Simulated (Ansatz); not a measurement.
# CH5AlOSeSi: the cost of one run

Program: Ansatz 0.2.0. Level of theory: RKS PBE-D4/def2-SVP. These are calculated values, not measurements.

## (1) The starting structure

SMILES `[SeH]C1[O][AlH][SiH2]1`, 10 atoms, charge 0, spin multiplicity 1.

Atoms are counted from 1 here; the program's logs count them from 0.

Bond lengths: Se1–C2 1.992 Å, Se1–H6 1.490 Å, C2–O3 1.426 Å, C2–Si5 1.962 Å, C2–H7 1.113 Å, O3–Al4 1.767 Å, Al4–Si5 2.426 Å, Al4–H8 1.594 Å, Si5–H9 1.505 Å, Si5–H10 1.510 Å. Angles: C2–Se1–H6 94.5°, Se1–C2–O3 113.1°, Se1–C2–Si5 112.9°, Se1–C2–H7 102.3°, O3–C2–Si5 105.1°, O3–C2–H7 110.3°, Si5–C2–H7 113.4°, C2–O3–Al4 105.3°, O3–Al4–Si5 78.8°, O3–Al4–H8 123.5°, Si5–Al4–H8 157.6°, C2–Si5–Al4 70.0°, C2–Si5–H9 116.8°, C2–Si5–H10 111.5°, Al4–Si5–H9 127.6°, Al4–Si5–H10 116.8°, H9–Si5–H10 108.3°.

Geometry (Å):

| atom | x (Å) | y (Å) | z (Å) |
| --- | --- | --- | --- |
| Se1 | -0.4271 | -1.0054 | 2.1831 |
| C2 | 0.5857 | -0.6044 | 0.5148 |
| O3 | 0.2162 | -1.4410 | -0.5786 |
| Al4 | -0.5244 | -0.3587 | -1.7632 |
| Si5 | 0.3065 | 1.2286 | -0.1277 |
| H6 | -1.6418 | -0.2493 | 1.7669 |
| H7 | 1.6356 | -0.8098 | 0.8204 |
| H8 | -1.1845 | -0.8639 | -3.1238 |
| H9 | -0.4990 | 2.1427 | 0.7563 |
| H10 | 1.6162 | 1.9101 | -0.4453 |

This geometry comes from a loose relaxation at PBE in a small basis, which is not shown.

## (3) The grid

The axes are (1) ring dihedral C2–O3–Al4–Si5: 7 values from −40.0 °; (2) dihedral H6–Se1–C2–Si5: 8 values from −180 to 135 °, periodic.

Relaxed at each point: all other coordinates. Energies count from the relaxed molecule at the same level. Points are written as (first, second).

(The set-up runs are not shown.)

## (4) Grid point (40.0°, −45°)

input.yaml reads:

```yaml
crystal:
  periodic: [false, false, false]
  atoms:
    - { symbol: Se, position_ang: [-0.879953, -1.363495, 1.758634] }
    - { symbol: C, position_ang: [0.574408, -0.433698, 0.769396] }
    - { symbol: O, position_ang: [0.51807, -1.046847, -0.517041] }
    - { symbol: Al, position_ang: [-0.743191, -0.587989, -1.665429] }
    - { symbol: Si, position_ang: [0.284443, 1.162384, -0.336632] }
    - { symbol: H, position_ang: [-1.318329, -0.002825, 2.176938] }
    - { symbol: H, position_ang: [1.59475, -0.696244, 1.122551] }
    - { symbol: H, position_ang: [-1.516368, -1.263578, -2.884092] }
    - { symbol: H, position_ang: [-0.103021, 2.395528, 0.460995] }
    - { symbol: H, position_ang: [1.682096, 1.44319, -0.823142] }
basis:
  gaussian: { orbitals: def2-SVP }
hamiltonian:
  xc: pbe
  dispersion: d4
output:
  forces: true
relax:
  f_tol: 0.02
  max_steps: 50
  escape_saddle: false
  constraints: [{ sites: [1, 2, 3, 4] }, { sites: [5, 0, 1, 4] }]
scf:
  lower_state_search: "off"
```

Started as:

```console
$ ansatz run input.yaml --threads 1 --pin off --max-ram 2560MiB --backend cpu --events-out ev --progress --plain --runs-dir out
```

Q: Estimate wall time and peak memory on 1 thread of Arm Neoverse V2, shared host.

About 17 s, with a peak of 0.17 GiB.
